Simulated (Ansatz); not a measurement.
# AlF2H3P: the cost of one run

Computed with Ansatz 0.2.0. Level: RKS CAM-B3LYP-D4/def2-SVPD.

### Step 1. Where the work starts

SMILES `[F][AlH][PH2]`, 6 atoms, charge 0, spin multiplicity 1.

Atoms are counted from 1 here; the program's logs count them from 0.

Bond lengths: F1–Al2 1.701 Å, Al2–P3 2.332 Å, Al2–H4 1.590 Å, P3–H5 1.442 Å, P3–H6 1.441 Å. Angles: F1–Al2–P3 116.5°, F1–Al2–H4 116.9°, P3–Al2–H4 126.4°, Al2–P3–H5 91.8°, Al2–P3–H6 92.0°, H5–P3–H6 93.9°.

Coordinates:

```mol
AlFH3P
  3D, bonds by distance, orders not assigned

  6  5  0  0  0  0  0  0  0  0999 V2000
   -1.5634   -1.3089    0.9635 F   0  0
   -0.4800   -0.7914   -0.2411 Al  0  0
    1.2608    0.5974    0.4497 P   0  0
   -0.6856   -1.3911   -1.6995 H   0  0
    1.1456    1.4070   -0.7384 H   0  0
    0.3648    1.4230    1.2196 H   0  0
  1  2  8  0
  2  3  8  0
  2  4  8  0
  3  5  8  0
  3  6  8  0
M  END
```

This geometry comes from a loose relaxation at PBE in a small basis, which is not shown.

### Step 4. Setting up the map

The probe is moved over the molecule's main plane (x and y are the axes of that plane, centred on the molecule).

First coordinate, x of the probe's F atom: 19 values from −5.22 Å. Second coordinate, y of the probe's F atom: 19 values from −5.22 Å.

Nothing else is relaxed (molecule and probe rigid). Energies count from molecule and probe far apart, each relaxed in its own basis (no counterpoise correction). Points are written as (first, second).

The probe F- moves over a plane: the molecule's main plane. The molecule is turned into the frame of its main axes, as the inputs below show.

(The set-up runs are not shown.)

### Step 5. Point (−1.16 Å, −2.32 Å)

File input.yaml:

```yaml
crystal:
  periodic: [false, false, false]
  atoms:
    - { symbol: F, position_ang: [1.563391, 0.414961, 1.0e-06] }
    - { symbol: Al, position_ang: [0.278652, -0.666348, 1.0e-06] }
    - { symbol: P, position_ang: [-1.842043, 0.251387, -1.0e-06] }
    - { symbol: H, position_ang: [0.629827, -2.193368, -0.098292] }
    - { symbol: H, position_ang: [-2.366133, -0.730772, 0.890158] }
    - { symbol: H, position_ang: [-1.539218, 1.199603, 1.018531] }
    - { symbol: F, position_ang: [-1.16, -2.32, 0.0] }
total_charge: -1
basis:
  gaussian: { orbitals: def2-SVPD }
hamiltonian:
  xc: { name: CAM-B3LYP }
  dispersion: d4
output:
  forces: true
```

Command:

```sh
$ ansatz run input.yaml --threads 1 --pin off --max-ram 2560MiB --backend cpu --events-out ev --progress --plain --runs-dir out
```

**Question.** How long does this run take on 1 thread of Intel Xeon 6975P-C (Granite Rapids), shared host, and how much memory does it need?

About 2.7 s, with a peak of 0.29 GiB.
